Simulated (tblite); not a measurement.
# C4H6Cl2Si: the cost of one run

Programs: tblite 0.8.0 and PySCF 2.14.0, with density-fitted response routines of our own. Each step states its level of theory. These are calculated values for one molecule in the gas phase, unless marked as measured. Atoms count from 0, in the outputs and in this text.

### Step 1. The molecule as given

13 atoms, charge 0, multiplicity 1; geometry from: force field or distance geometry start.

Bonds of the start (Å): Cl0–C1 1.77, C1–Si2 1.86, Si2–C3 1.86, C3–Cl4 1.79, C3–C5 1.49, C5–C6 1.33, C6–C3 1.50, C1–H7 1.13, C1–H8 1.09, Si2–H9 1.46, Si2–H10 1.49, C5–H11 1.10, C6–H12 1.09.

### Step 2. Relaxing the molecule with GFN2-xTB

Job settings and geometry (Å):

```
{"job": {"kind": "relax", "xc": "GFN2-xTB", "basis": "xTB"}, "charge": 0, "multiplicity": 1}
Cl     1.391000    -1.813100    -0.475800
C      1.951800    -0.173700    -0.107300
Si     0.502800     0.974800    -0.289100
C     -0.917100     0.170100     0.606800
Cl    -1.336600     0.734900     2.250100
C     -1.375000    -1.190800     0.223200
C     -2.036300    -0.175900    -0.323100
H      2.240000    -0.099300     0.981700
H      2.761000     0.125000    -0.779700
H      0.777400     2.306900     0.255200
H      0.120600     1.162200    -1.716600
H     -1.273200    -2.285000     0.301100
H     -2.810700     0.264300    -0.944200
```

On the command line:

```bash
$ OMP_NUM_THREADS=1 python probes_run.py task.json out
```

The driver reads the jobs from task.json and runs them one after another.

**Question.** How long does this first job take on 1 thread of Arm Neoverse N1, shared host, and how much memory does it need?

About 1.4 s, with a peak of 0.18 GiB.
